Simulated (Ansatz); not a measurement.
Ba2Tl5V3O12:

```
Ba V Tl O
1.0
    10.97457    0.00000    0.00000
     0.00000   10.97457    0.00000
     0.00000    0.00000    6.60400
Ba V Tl O
2 3 5 12
Direct
  0.00000 0.50000 0.00000
  0.50000 0.00000 0.00000
  0.50000 0.50000 0.00000
  0.50000 0.00000 0.50000
  0.00000 0.50000 0.50000
  0.50000 0.50000 0.50000
  0.71260 0.28740 0.40228
  0.28740 0.71260 0.40228
  0.71260 0.71260 0.59772
  0.28740 0.28740 0.59772
  0.41064 0.58936 0.15770
  0.58936 0.41064 0.15770
  0.58936 0.58936 0.84230
  0.41064 0.41064 0.84230
  0.58661 0.08570 0.33378
  0.41339 0.08570 0.66622
  0.58661 0.91430 0.66622
  0.41339 0.91430 0.33378
  0.08570 0.58661 0.33378
  0.08570 0.41339 0.66622
  0.91430 0.58661 0.66622
  0.91430 0.41339 0.33378
```

The cell was built by a generator and needn't be a form met in nature.

```yaml
Program: Ansatz 0.2.0
Task: relaxation of cell and atoms
Functional: r2SCAN
Dispersion: D4
Potentials_or_basis: Ansatz PAW
Cutoff: "500 eV (not typed: the program's choice for these potentials)"
k_mesh: 2 × 2 × 3
Occupations: fermi-dirac, width 0.05 eV
Spin: collinear spin, ferromagnetic start
Starting_moments: "[0.0, 0.0, 2.0, 2.0, 2.0, 0.0, 0.0, 0.0, 0.0, 0.0, 0.0, 0.0, 0.0, 0.0, 0.0, 0.0, 0.0, 0.0, 0.0, 0.0, 0.0, 0.0] μB"
```

At the start: volume 36.15 Å³/atom.

Where does the relaxation end?

It ends after 7 steps and the volume is 33.52 Å³/atom (-7.3 %); space group P-42m (No. 111, to 0.05 Å); moment 0.00 μB per cell.

The path:
```csv
step,energy change (eV),largest force (eV/Å),volume (Å³)
1,0.0000,0.4263,795.39
2,-0.1398,0.2895,748.93
3,-0.1788,0.1202,750.10
4,-0.1930,0.0932,736.38
5,-0.1965,0.0182,736.80
6,-0.1966,0.0028,737.50
7,-0.1860,0.0029,737.50
```

Final structure:
```yaml
crystal:
  lattice:
    - [10.59661, 0.00000, 0.00000]
    - [0.00000, 10.59661, 0.00000]
    - [0.00000, 0.00000, 6.56793]
  atoms:
    - { symbol: Ba, position: [0.00000, 0.50000, 0.00000] }
    - { symbol: Ba, position: [0.50000, 0.00000, 0.00000] }
    - { symbol: V, position: [0.50000, 0.50000, 0.00000] }
    - { symbol: V, position: [0.50000, 0.00000, 0.50000] }
    - { symbol: V, position: [0.00000, 0.50000, 0.50000] }
    - { symbol: Tl, position: [0.50000, 0.50000, 0.50000] }
    - { symbol: Tl, position: [0.71010, 0.28990, 0.43385] }
    - { symbol: Tl, position: [0.28990, 0.71010, 0.43385] }
    - { symbol: Tl, position: [0.71010, 0.71010, 0.56615] }
    - { symbol: Tl, position: [0.28990, 0.28990, 0.56615] }
    - { symbol: O, position: [0.40816, 0.59184, 0.15826] }
    - { symbol: O, position: [0.59184, 0.40816, 0.15826] }
    - { symbol: O, position: [0.59184, 0.59184, 0.84174] }
    - { symbol: O, position: [0.40816, 0.40816, 0.84174] }
    - { symbol: O, position: [0.58930, 0.08805, 0.33500] }
    - { symbol: O, position: [0.41070, 0.08805, 0.66500] }
    - { symbol: O, position: [0.58930, 0.91195, 0.66500] }
    - { symbol: O, position: [0.41070, 0.91195, 0.33500] }
    - { symbol: O, position: [0.08805, 0.58930, 0.33500] }
    - { symbol: O, position: [0.08805, 0.41070, 0.66500] }
    - { symbol: O, position: [0.91195, 0.58930, 0.66500] }
    - { symbol: O, position: [0.91195, 0.41070, 0.33500] }
```

Caveat: the magnetic or orbital state may not be the lowest; the plane-wave basis is chosen anew once the cell has moved, so the energies of steps on either side of that aren't comparable; the PAW data sets come from PBE, with cores solved anew for the run's functional, which leaves a small shift of forces and pressure; the starting moments weren't kept.
